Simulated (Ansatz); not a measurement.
# Al2O3: the cost of one run

Method: DFT LDA, plane waves, PAW, scalar-relativistic, no spin polarisation, in Ansatz 0.2.0.

## (1) Starting point

The cell holds 20 atoms (Al8O12): a = 9.194 Å, b = 9.194 Å, c = 9.194 Å, α = 30.38°, β = 30.38°, γ = 30.38°.

Structure file:

```xyz
20
Lattice="-2.4092 -1.3909 8.7631 2.4092 -1.3909 8.7631 0.0000 2.7819 8.7631" Properties=species:S:1:pos:R:3 pbc="T T T"
Al    0.0000    0.0000    4.6269
Al    0.0000    0.0000    1.9454
Al    0.0000    0.0000    8.5177
Al    0.0000    0.0000   11.1992
O     1.4812    0.0000   16.4308
O    -0.7406    1.2827   16.4308
O    -0.7406   -1.2827   16.4308
O     0.9280    1.3909   14.2400
O    -1.6686    0.1082   14.2400
O     0.7406   -1.4991   14.2400
Al    0.0000    0.0000   17.7716
Al    0.0000    0.0000   15.0901
Al    0.0000    0.0000   21.6624
Al    0.0000    0.0000   24.3439
O    -0.9280   -1.3909   12.0493
O     1.6686   -0.1082   12.0493
O    -0.7406    1.4991   12.0493
O    -1.4812    0.0000    9.8585
O     0.7406   -1.2827    9.8585
O     0.7406    1.2827    9.8585
```

## (2) Run 1

220 steps of 1 fs under a Langevin thermostat at 2000 K.

The input, input.yaml:

```yaml
crystal:
  lattice:
    - [-2.409164, -1.390932, 8.763098]
    - [2.409164, -1.390932, 8.763098]
    - [0.0, 2.781863, 8.763098]
  atoms:
    - { symbol: Al, position: [0.176, 0.176, 0.176] }
    - { symbol: Al, position: [0.074, 0.074, 0.074] }
    - { symbol: Al, position: [0.324, 0.324, 0.324] }
    - { symbol: Al, position: [0.426, 0.426, 0.426] }
    - { symbol: O, position: [0.3176, 0.9324, 0.625] }
    - { symbol: O, position: [0.625, 0.3176, 0.9324] }
    - { symbol: O, position: [0.9324, 0.625, 0.3176] }
    - { symbol: O, position: [0.1824, 0.5676, 0.875] }
    - { symbol: O, position: [0.875, 0.1824, 0.5676] }
    - { symbol: O, position: [0.5676, 0.875, 0.1824] }
    - { symbol: Al, position: [0.676, 0.676, 0.676] }
    - { symbol: Al, position: [0.574, 0.574, 0.574] }
    - { symbol: Al, position: [0.824, 0.824, 0.824] }
    - { symbol: Al, position: [0.926, 0.926, 0.926] }
    - { symbol: O, position: [0.8176, 0.4324, 0.125] }
    - { symbol: O, position: [0.125, 0.8176, 0.4324] }
    - { symbol: O, position: [0.4324, 0.125, 0.8176] }
    - { symbol: O, position: [0.6824, 0.0676, 0.375] }
    - { symbol: O, position: [0.375, 0.6824, 0.0676] }
    - { symbol: O, position: [0.0676, 0.375, 0.6824] }
basis:
  ecutwfc: 420.0
kpoints:
  mp_grid: { grid: [3, 3, 3] }
hamiltonian:
  xc: lda
  pseudopotentials: { kind: paw, azcp: { folder: soft_1 } }
scf:
  occupations: { method: fermi_dirac, width: 0.17 }
  lower_state_search: "off"
md:
  timestep: 1
  n_steps: 220
  ensemble: nvt_langevin
  temperature: 2000.0
  initial_velocities: maxwell_boltzmann
  seed: 577119
  friction: 0.02
```

Launch:

```console
$ ansatz run input.yaml --threads 2 --pin off --max-ram 5120MiB --backend cpu --events-out ev --progress --plain --runs-dir out
```

Q: Estimate wall time and peak memory on 2 threads of Arm Neoverse V1, shared host.

About 25 min, with a peak of 0.48 GiB.
